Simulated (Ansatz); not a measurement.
# TaN (rocksalt type): the cost of one run

Computed with Ansatz 0.2.0 (DFT LDA, with the methods named in each step, unless a step's input says otherwise).

1 further run of the same task is left out (for a known fault of the program).

## Step 1: The starting structure

The structure is cubic, space group Fm-3m (No. 225). The conventional cell has a = 4.348 Å, b = 4.348 Å, c = 4.348 Å, α = 90.00°, β = 90.00°, γ = 90.00°. Around Ta (site symmetry m-3m) lie 6 N at 2.17 Å. N (site symmetry m-3m) is surrounded by 6 Ta at 2.17 Å.

Coordinates:

```
Ta N
1.0
     0.00000    2.17400    2.17400
     2.17400    0.00000    2.17400
     2.17400    2.17400    0.00000
Ta N
1 1
Direct
  0.00000 0.00000 0.00000
  0.50000 0.50000 0.50000
```

Whether this phase is the stable one at these pressures isn't tested.

Atoms are numbered in the order of the input: Ta1, N2.

## Step 2: The reference volume, LAPW

input.yaml

```yaml
crystal:
  lattice:
    - [0.0, 2.1740029333, 2.1740029333]
    - [2.1740029333, 0.0, 2.1740029333]
    - [2.1740029333, 2.1740029333, 0.0]
  atoms:
    - { symbol: Ta, position: [0.0, 0.0, 0.0] }
    - { symbol: "N", position: [0.5, 0.5, 0.5] }
kpoints:
  mp_grid: { grid: [15, 15, 15] }
  band_path:
    path:
      - [0.0, 0.0, 0.0]
      - [0.5, 0.0, 0.5]
      - [0.625, 0.25, 0.625]
      - [0.375, 0.375, 0.75]
      - [0.0, 0.0, 0.0]
      - [0.5, 0.5, 0.5]
      - [0.5, 0.25, 0.75]
      - [0.5, 0.0, 0.5]
    npoints: 14
scf:
  occupations: { method: fermi_dirac, width: 0.05 }
hamiltonian:
  xc: lda
  pseudopotentials: { kind: all_electron, lapw: { basis_error: 0.001 } }
output:
  forces: true
  stress: true
  eigenvalues: true
  populations: true
  dos: { projected: true, de: 0.2, e_range: [-14, 8] }
```

Run with:

```console
ansatz run input.yaml --threads 1 --pin off --max-ram 2048MiB --backend cpu --events-out ev --progress --plain --runs-dir out
```

What time and memory should one allow on 1 thread of Intel Xeon Platinum 8488C (Sapphire Rapids), shared host?

About 33 s, with a peak of 0.54 GiB.
